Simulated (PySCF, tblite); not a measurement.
**BBrH8N2Si2+ (doublet): geometry, infrared bands and EPR parameters**

What infrared bands and EPR parameters should BBrH8N2Si2+ (doublet) (`[NH2+]B(Br)N([SiH3])[SiH3]`) show?

Computed with tblite 0.8.0 and PySCF 2.14.0, with density-fitted response routines of our own, on a single molecule in the gas phase. Atoms are numbered from 0 throughout.

### Step 1. Starting geometry

14 atoms, charge 1, multiplicity 2; geometry from: force field or distance geometry start.

Bonds of the start (Å): N0–B1 1.52, B1–Br2 2.02, B1–N3 1.53, N3–Si4 1.79, N3–Si5 1.79, N0–H6 1.04, N0–H7 1.04, Si4–H8 1.46, Si4–H9 1.47, Si4–H10 1.47, Si5–H11 1.47, Si5–H12 1.46, Si5–H13 1.46.

### Step 2. Relaxing the molecule with GFN2-xTB

The job: settings as JSON, then the geometry in Å.

```
{"job": {"kind": "relax", "xc": "GFN2-xTB", "basis": "xTB"}, "charge": 1, "multiplicity": 2}
N      1.748000     0.047700    -0.841900
B      1.115300    -0.483000     0.435500
Br     2.281300    -1.448600     1.775000
N     -0.369300    -0.301800     0.733900
Si    -1.325800    -1.083100    -0.558100
Si    -0.762200     1.442000     0.760900
H      2.509400     0.702700    -0.565900
H      2.186800    -0.755000    -1.326300
H     -2.754700    -0.940700    -0.275700
H     -1.027300    -0.448500    -1.854600
H     -0.997300    -2.514600    -0.639100
H      0.041900     2.109300     1.799800
H     -0.467800     2.046900    -0.536300
H     -2.178900     1.626100     1.070700
```

Run with:

```bash
> OMP_NUM_THREADS=1 python probes_run.py task.json out
```

This one command runs all jobs of the session in turn.

Standard output:

```text
step      E/eV     max force
  0    -497.94947    3.354
  1    -498.26980    2.257
  2    -498.51191    2.599
  3    -498.59824    1.185
  4    -498.67268    0.545
  5    -498.70830    0.757
  6    -498.73287    0.729
  7    -498.76957    0.644
  8    -498.78914    0.674
  9    -498.81716    0.671
 10    -498.84787    0.521
 11    -498.87506    0.576
 12    -498.90651    0.781
 13    -498.95210    0.819
 14    -498.98904    0.500
 15    -499.00423    0.306
 16    -499.01132    0.253
 17    -499.02132    0.341
 18    -499.03209    0.377
 19    -499.04332    0.298
 20    -499.05311    0.282
 21    -499.05991    0.232
 22    -499.06523    0.203
 23    -499.07041    0.173
 24    -499.07302    0.106
 25    -499.07421    0.079
 26    -499.07514    0.079
 27    -499.07613    0.098
 28    -499.07724    0.093
 29    -499.07849    0.110
 30    -499.08025    0.146
 31    -499.08397    0.224
 32    -499.09435    0.564
 33    -499.09791    1.006
 34    -499.12469    0.740
 35    -499.16834    0.730
 36    -499.21192    0.974
 37    -499.25096    0.714
 38    -499.33413    0.760
 39    -499.40729    1.026
 40    -499.45474    1.441
 41    -499.60814    0.974
 42    -499.67244    1.740
 43    -499.73488    0.958
 44    -499.77704    0.629
 45    -499.81589    0.663
 46    -499.83602    0.361
 47    -499.85075    0.246
 48    -499.85679    0.183
 49    -499.86147    0.148
 50    -499.86555    0.206
 51    -499.86998    0.226
 52    -499.87524    0.242
 53    -499.87942    0.178
 54    -499.88131    0.096
 55    -499.88234    0.092
 56    -499.88380    0.124
 57    -499.88617    0.182
 58    -499.88948    0.184
 59    -499.89279    0.138
 60    -499.89501    0.149
 61    -499.89636    0.148
 62    -499.89747    0.126
 63    -499.89845    0.084
 64    -499.89940    0.080
 65    -499.90039    0.080
 66    -499.90126    0.078
 67    -499.90182    0.062
 68    -499.90212    0.053
 69    -499.90233    0.039
 70    -499.90253    0.047
 71    -499.90270    0.035
 72    -499.90284    0.035
 73    -499.90297    0.034
 74    -499.90315    0.045
 75    -499.90334    0.044
 76    -499.90347    0.032
 77    -499.90355    0.020
 78    -499.90362    0.025
 79    -499.90373    0.032
 80    -499.90386    0.033
 81    -499.90396    0.034
 82    -499.90404    0.031
 83    -499.90413    0.027
 84    -499.90424    0.034
 85    -499.90437    0.036
 86    -499.90449    0.029
 87    -499.90463    0.039
 88    -499.90484    0.056
 89    -499.90523    0.072
 90    -499.90597    0.078
 91    -499.90704    0.073
 92    -499.90825    0.075
 93    -499.90912    0.061
 94    -499.90960    0.084
 95    -499.91028    0.086
 96    -499.91098    0.126
 97    -499.91296    0.100
 98    -499.91667    0.154
 99    -499.91853    0.110
100    -499.91982    0.057
101    -499.92015    0.043
102    -499.92036    0.026
103    -499.92046    0.024
104    -499.92063    0.034
105    -499.92079    0.027
106    -499.92097    0.028
107    -499.92109    0.019
108    -499.92114    0.011
109    -499.92116    0.011
110    -499.92117    0.012
111    -499.92119    0.016
112    -499.92123    0.022
113    -499.92129    0.022
114    -499.92134    0.015
115    -499.92137    0.009
```

It took 0.84 s on 1 thread of Arm Neoverse V2, shared host.

The steps of the relaxation: (not every step is listed)

| step | energy from step 0 (eV) | largest force (eV/Å) |
| --- | --- | --- |
| 0 | 0.0000 | 3.3537 |
| 1 | -0.3203 | 2.2570 |
| 2 | -0.5624 | 2.5991 |
| 3 | -0.6488 | 1.1853 |
| 4 | -0.7232 | 0.5452 |
| 5 | -0.7588 | 0.7574 |
| 6 | -0.7834 | 0.7291 |
| 7 | -0.8201 | 0.6437 |
| 8 | -0.8397 | 0.6743 |
| 18 | -1.0826 | 0.3773 |
| 28 | -1.1278 | 0.0927 |
| 38 | -1.3847 | 0.7598 |
| 48 | -1.9073 | 0.1834 |
| 58 | -1.9400 | 0.1842 |
| 68 | -1.9527 | 0.0528 |
| 78 | -1.9541 | 0.0248 |
| 88 | -1.9554 | 0.0558 |
| 98 | -1.9672 | 0.1544 |
| 108 | -1.9717 | 0.0114 |
| 110 | -1.9717 | 0.0121 |
| 111 | -1.9717 | 0.0156 |
| 112 | -1.9718 | 0.0217 |
| 113 | -1.9718 | 0.0225 |
| 114 | -1.9719 | 0.0145 |
| 115 | -1.9719 | 0.0094 |

Close pairs (by a distance rule), those that changed most:

| bond | before (Å) | after (Å) | change (Å) |
| --- | --- | --- | --- |
| N0–B1 | 1.521 | 1.364 | -0.157 |
| B1–Br2 | 2.021 | 1.931 | -0.090 |
| B1–N3 | 1.525 | 1.441 | -0.084 |
| N0–H6 | 1.042 | 1.008 | -0.034 |
| N0–H7 | 1.035 | 1.010 | -0.025 |
| Si5–H11 | 1.473 | 1.459 | -0.014 |
| Si4–H10 | 1.471 | 1.459 | -0.012 |
| Si4–H9 | 1.474 | 1.466 | -0.008 |

The next job starts from the end point, and lists it.

### Step 3. Vibrational analysis with GFN2-xTB

The job: settings as JSON, then the geometry in Å.

```
{"job": {"kind": "ir", "xc": "GFN2-xTB", "basis": "xTB"}, "charge": 1, "multiplicity": 2}
N      2.196541    -0.246254    -0.497207
B      1.098696    -0.449600     0.286138
Br     1.199490    -1.467448     1.923991
N     -0.246817     0.017056     0.067817
Si    -1.411835    -1.074945    -0.730886
Si    -0.728632     1.597985     0.741891
H      2.192812     0.275849    -1.359188
H      3.112793    -0.609349    -0.277794
H     -2.415982    -1.356765     0.293796
H     -1.893818    -0.213312    -1.815207
H     -0.634455    -2.227631    -1.172079
H      0.409548     2.064188     1.526864
H     -0.924868     2.361471    -0.497313
H     -1.954151     1.328282     1.487011
```

Standard output:

```text
mode    cm-1     km/mol
  1     -46.8      0.37
  2      -7.3      3.59
  3      66.5      3.56
  4     104.1      7.01
  5     120.4      1.22
  6     171.6      0.54
  7     261.3      8.38
  8     324.2      4.14
  9     416.5     14.21
 10     458.0      7.83
 11     506.6     17.63
 12     533.7      7.51
 13     534.9     10.83
 14     535.9     10.97
 15     583.9    122.20
 16     591.6     69.31
 17     654.5      6.22
 18     681.3    124.12
 19     687.1     84.64
 20     694.5     24.59
 21     720.6    106.18
 22     745.1    498.84
 23     769.4     49.85
 24     816.6      4.83
 25     878.7     43.52
 26    1003.9      1.40
 27    1422.5     40.33
 28    1521.7    433.05
 29    2189.0     89.51
 30    2214.1     64.77
 31    2257.4     67.24
 32    2287.3     89.68
 33    2307.2    133.38
 34    2317.6    185.26
 35    3462.7     80.23
 36    3497.6     15.27
```

Wall time 0.46 s (1 thread of Arm Neoverse V2, shared host).

The strongest bands and the atoms that carry them (share of the mass-weighted mode):

| cm⁻¹ | km/mol | atoms |
| --- | --- | --- |
| 584 | 122.2 | H12 21 %, H9 21 %, N3 16 %, H8 10 % |
| 681 | 124.1 | H12 27 %, H9 24 %, H8 20 %, H13 19 % |
| 721 | 106.2 | H10 25 %, H8 21 %, H11 21 %, H12 12 % |
| 745 | 498.8 | H13 20 %, H11 13 %, H9 13 %, N3 12 % |
| 1522 | 433.1 | N0 31 %, B1 26 %, H7 21 %, H6 21 % |
| 2287 | 89.7 | H13 85 % |
| 2307 | 133.4 | H11 70 %, H10 19 % |
| 2318 | 185.3 | H10 76 %, H11 16 % |

### Step 4. g tensor and hyperfine couplings: B3LYP/def2-TZVP-core+pcH-1

Settings changed since step 3:

```diff
@@ -1,2 +1,2 @@
-{"job": {"kind": "ir", "xc": "GFN2-xTB", "basis": "xTB"}, "charge": 1, "multiplicity": 2}
+{"job": {"kind": "epr", "basis": "pcH-1"}, "charge": 1, "multiplicity": 2}
 N      2.196541    -0.246254    -0.497207
```

With the program's defaults for keys left out, this is: UKS B3LYP, def2-TZVP-core on Br, pcH-1 on B H N Si, non-relativistic, mean-field spin-orbit, GIAO.

Standard output:

```text
UKS, coarse grid
  cycle   1  E = -3292.15042873  |g| = 1.60e+00
  cycle   2  E = -3292.10956568  |g| = 7.40e-01
  cycle   3  E = -3292.09464828  |g| = 5.79e-01
  cycle   4  E = -3292.20572609  |g| = 1.97e-01
  cycle   5  E = -3292.22637327  |g| = 5.49e-02
  cycle   6  E = -3292.22757971  |g| = 1.77e-02
  cycle   7  E = -3292.22772736  |g| = 4.71e-03
  cycle   8  E = -3292.22774097  |g| = 2.86e-03
  cycle   9  E = -3292.22774635  |g| = 1.17e-03
  cycle  10  E = -3292.22774437  |g| = 4.21e-04
UKS, final grid
  cycle   1  E = -3292.22775513  |g| = 6.54e-04
  cycle   2  E = -3292.22775425  |g| = 1.52e-03
  cycle   3  E = -3292.22775536  |g| = 8.14e-05
  cycle   4  E = -3292.22775536  |g| = 5.44e-05
  cycle   5  E = -3292.22775536  |g| = 1.77e-05
E = -3292.22775536 Eh   <S^2> = 0.7552 (exact 0.7500)
g shifts (ppm)      1          2          3
  rmc          -240       -240       -240
  gc             25         74         29
  oz_so        1383      33404      97254
  total        1204      33239      97081
hyperfine (MHz)  atom isotope    a_iso     a_fc   dipolar eigenvalues
    0   14N       3.95       3.77     -0.74     -0.62      1.36
    1   11B     -30.31     -30.28     -4.50     -2.03      6.53
    2  79Br      49.68     -35.10   -221.87   -212.66    434.53
    3   14N      25.48      25.62    -32.88    -32.37     65.24
    4  29Si      30.45      30.55     -0.55     -0.42      0.96
    5  29Si      31.07      31.16     -0.73     -0.31      1.04
    6    1H      -1.25      -1.39     -3.14     -1.66      4.80
    7    1H       5.53       5.44     -2.30     -0.51      2.81
    8    1H      72.09      72.11     -2.82     -1.65      4.47
    9    1H      84.87      84.87     -3.55     -0.96      4.50
   10    1H      -2.48      -2.47     -2.84     -2.05      4.89
   11    1H       1.53       1.54     -2.85     -1.98      4.82
   12    1H     109.36     109.35     -3.65     -0.61      4.26
   13    1H      50.73      50.75     -2.80     -1.87      4.66
```

Wall time 3.1 min (1 thread of Arm Neoverse V2, shared host); peak memory 1.3 GiB.

Principal g values 2.00352, 2.03556, 2.09940; g(iso) = 2.04616, against 2.00232 for a free electron.

Mean a(iso) over the nuclei that a row names, and the largest dipolar term of the row (other rows stand at the frozen geometry):

| nuclei | isotope | a(iso) (MHz) | a(iso) (G, at g = 2.0023) | largest dipolar term (MHz) |
| --- | --- | --- | --- | --- |
| H8, H9, H10, H11, H12, H13 | 1H | 52.7 | 18.8 | 4.9 |
| Br2 | 79Br | 49.7 | 17.7 | 434.5 |
| Si4, Si5 | 29Si | 30.8 | 11.0 | 1.0 |
| B1 | 11B | -30.3 | -10.8 | 6.5 |
| N3 | 14N | 25.5 | 9.1 | 65.2 |
| N0 | 14N | 4.0 | 1.4 | 1.4 |
| H6, H7 | 1H | 2.1 | 0.8 | 4.8 |

Mulliken spin populations:

N0 0.01; B1 -0.04; Br2 0.25; N3 0.69; Si4 -0.03; Si5 -0.03; H6 0.00; H7 0.00; H8 0.04; H9 0.04; H10 0.00; H11 0.00; H12 0.05; H13 0.03

In first order the couplings over 0.8 MHz of 1H, 79Br, 11B, 14N give 3024 distinct lines over 221.0 G, if the averaged nuclei exchange fast; the same motion can average rows kept apart here too.

Orbitals, density, ELF and potential are computed afterwards from the orbital file.

ELF in a plane through or near 5 of the atoms.

Ten even steps from ' ' (0.00) to '@' (1.00):
```
                                                        
                                                        
                          ::::..                        
                      --@@@@@@##::                      
                      %%@@@@@@@@**..                    
                      ==@@@@@@%%::..==++==::            
                        **@@%%..++..##%%%%**::          
            ..::++++--    ..::==%%..%%@@@@%%--          
        --******##%%##----++%%##::::**%%##==..          
      ::@@@@@@@@##%%##..**%%::####..                    
      ::@@@@@@@@**%%**..##%%--####..                    
        ==####****%%##----++%%##::..====::..            
            ..::--==--    ..::::**--++##++--            
                        ++@@@@..--..++##==::            
                      --@@@@@@@@++::--==::..            
                      ##@@@@@@@@%%::                    
                      --@@@@@@@@==                      
                          --==::                        
                                                        
                                                        
```
The map spans 11.6 Å across and 10.4 Å up, centred on the molecule. Atoms in the plane (x, y in Å): N3 (0.2, 0.0), Si4 (1.1, -1.5), Si5 (1.1, 1.6), H7 (-3.2, 0.0), H10 (0.1, -2.6).

log10 of the density (e/Å³) in the same plane.

Ten even steps from ' ' (-4.0) to '@' (1.6):
```
                                                        
                        ..........                      
                      ..::::::::::....                  
                    ..::--======----::......            
                  ..::--==++**++++====--::::..          
              ....::::==++**##****++++====--::..        
          ..::::------==++****##%%****++====::..        
        ..----============++**%%@@##****++==--::        
      ::--==++++******++++**####****++++==--::..        
      ::==++################%%##**++====----::..        
      ::==**################@@##**++====--::::..        
      ::--==++++************####****++++==--::..        
        ::--==============++**##@@%%**++====::..        
          ..::::------==++******%%****++==--::..        
              ....::::==++**##****++++==----::..        
                  ..::--==******++====--::::..          
                    ..::--======----::::..              
                      ..::::::::::....                  
                        ..........                      
                                                        
```
The map spans 11.6 Å across and 10.4 Å up, centred on the molecule. Atoms in the plane (x, y in Å): N3 (0.2, 0.0), Si4 (1.1, -1.5), Si5 (1.1, 1.6), H7 (-3.2, 0.0), H10 (0.1, -2.6).

On the surface of density 0.002 e/bohr³ the electrostatic potential runs, from the 1st to the 99th percentile, from 3.47 V near Br2 to 5.92 V near H6.

The spin density lies nearest to N3 56 %; Br2 23 %.

### Step 5. Outcome

| quantity | value |
| --- | --- |
| strongest single infrared mode (GFN2-xTB) | 745 cm⁻¹, 499 km/mol |
| zero-point energy (GFN2-xTB) | 51.9 kcal/mol |
| g(iso) (B3LYP) | 2.04616 |
| ⟨S²⟩ | 0.755 (exact 0.75) |
| largest a(iso) (averaged by class) | 1H on H8, H9, H10, H11, H12, H13, 52.7 MHz |

What this shows: Over 115 steps the energy fell by 1.972 eV; of the close pairs, N0–B1 changed most, 1.521 to 1.364 Å. The lowest mode is imaginary (47i cm⁻¹), so the xTB geometry is not a minimum: the zero-point energy counts the real modes alone, and all values at this geometry belong to a saddle point. The strongest single mode, at 745 cm⁻¹, has its largest shares on H13, H11, H9 and N3 (the list is cut at 4 atoms). Unscaled tight-binding wavenumbers are off by several per cent, some by more. Its intensities can rank the bands wrongly. The largest share of the spin, 0.69 e, sits on N3. The isotropic g lies 43.8 ppt above the free-electron value. The hyperfine terms hold no scalar relativity, which the heavier nuclei need. These values are for one conformer; the search (at its own cheap level) found 1 more, at 0.07 kcal/mol, and measured spectra average over such forms.
